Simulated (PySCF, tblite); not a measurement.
# C₆H₁₁BN₂: geometry, infrared bands and NMR shifts

What infrared bands and NMR shifts should C₆H₁₁BN₂ (`C#[N+][B@H-](C#CC)N(C)C`) show?

Programs: tblite 0.8.0 and PySCF 2.14.0, with density-fitted response routines of our own. Each step states its level of theory. These are calculated values for one molecule in the gas phase, unless marked as measured. Atoms are numbered from 0 throughout.

## (1) Starting geometry

20 atoms, charge 0, multiplicity 1; geometry from: force field or distance geometry start.

Bonds of the start (Å): C0–N1 1.15, N1–B2 1.51, B2–C3 1.53, C3–C4 1.21, C4–C5 1.46, B2–N6 1.56, N6–C7 1.47, N6–C8 1.47, C0–H9 1.06, B2–H10 1.19, C5–H11 1.11, C5–H12 1.12, C5–H13 1.11, C7–H14 1.11, C7–H15 1.11, C7–H16 1.11, C8–H17 1.12, C8–H18 1.12, C8–H19 1.11.

## (2) Geometry optimisation with GFN2-xTB

Job settings and geometry (Å):

```
{"job": {"kind": "relax", "xc": "GFN2-xTB", "basis": "xTB"}, "charge": 0, "multiplicity": 1}
C     -1.252300     0.386200    -2.583200
N     -0.772800     0.597700    -1.564900
B     -0.123200     0.856500    -0.229200
C      1.310600     0.309200    -0.236300
C      2.433400    -0.137300    -0.216000
C      3.792000    -0.668200    -0.220600
N     -0.959900     0.232800     0.927500
C     -1.255900    -1.190800     0.713600
C     -2.200500     0.976600     1.159800
H     -1.716100     0.201100    -3.516700
H     -0.058400     2.038800    -0.080100
H      3.787100    -1.698800     0.200700
H      4.439800    -0.017700     0.416900
H      4.193000    -0.692600    -1.258300
H     -1.748700    -1.615000     1.615700
H     -1.946700    -1.338900    -0.145700
H     -0.327100    -1.770000     0.542700
H     -2.869800     0.942500     0.264900
H     -1.980100     2.042500     1.414700
H     -2.749700     0.556000     2.032300
```

Started as:

```sh
$ OMP_NUM_THREADS=1 python probes_run.py task.json out
```

This one command runs all jobs of the session in turn.

**Question.** This job is followed by: GFN2-xTB harmonic vibrations, gas phase; GIAO PBE0/pcSseg-1 NMR shielding, non-relativistic, gas phase. What will the session give for the following? strongest single infrared mode (GFN2-xTB); zero-point energy (GFN2-xTB); ¹³C shifts against TMS (PBE0/pcSseg-1, means over atoms taken as alike); ¹H shifts against TMS (PBE0/pcSseg-1, means over atoms taken as alike); ¹⁵N shifts against NH3 (PBE0/pcSseg-1); ¹¹B shifts against BF3·OEt2 (PBE0/pcSseg-1); surface potential, 1st and 99th percentile.

The runs gave:

| quantity | value |
| --- | --- |
| strongest single infrared mode (GFN2-xTB) | 2143 cm⁻¹, 224 km/mol |
| zero-point energy (GFN2-xTB) | 98.8 kcal/mol |
| ¹³C shifts against TMS (PBE0/pcSseg-1, means over atoms taken as alike) | 120.9, 97.8, 97.4, 44.8, 5.8 ppm |
| ¹H shifts against TMS (PBE0/pcSseg-1, means over atoms taken as alike) | 6.45, 3.41, 2.02, 1.91 ppm |
| ¹⁵N shifts against NH3 (PBE0/pcSseg-1) | 235.0, 55.2 ppm |
| ¹¹B shifts against BF3·OEt2 (PBE0/pcSseg-1) | -9.2 ppm |
| surface potential, 1st and 99th percentile | -1.68 V and 2.76 V |

In words: Relaxing lowered the energy by 0.460 eV in 110 steps; the close pair that moved most is N1–B2, from 1.508 to 1.598 Å. The lowest mode is imaginary (25i cm⁻¹), so the xTB geometry is not a minimum. The strongest single mode, at 2143 cm⁻¹, moves mainly N1 and C0. Unscaled tight-binding wavenumbers are off by several per cent, some by more. Its intensities can rank the bands wrongly. At PBE0/pcSseg-1: The widest tensor belongs to N1: span 465 ppm, with a paramagnetic part of -302 ppm. By nearest atom (PBE0/pcSseg-1), the HOMO sits on N6 58 %; H15, H17 about 8 % each and the LUMO on C0 35 %; N1 31 %.
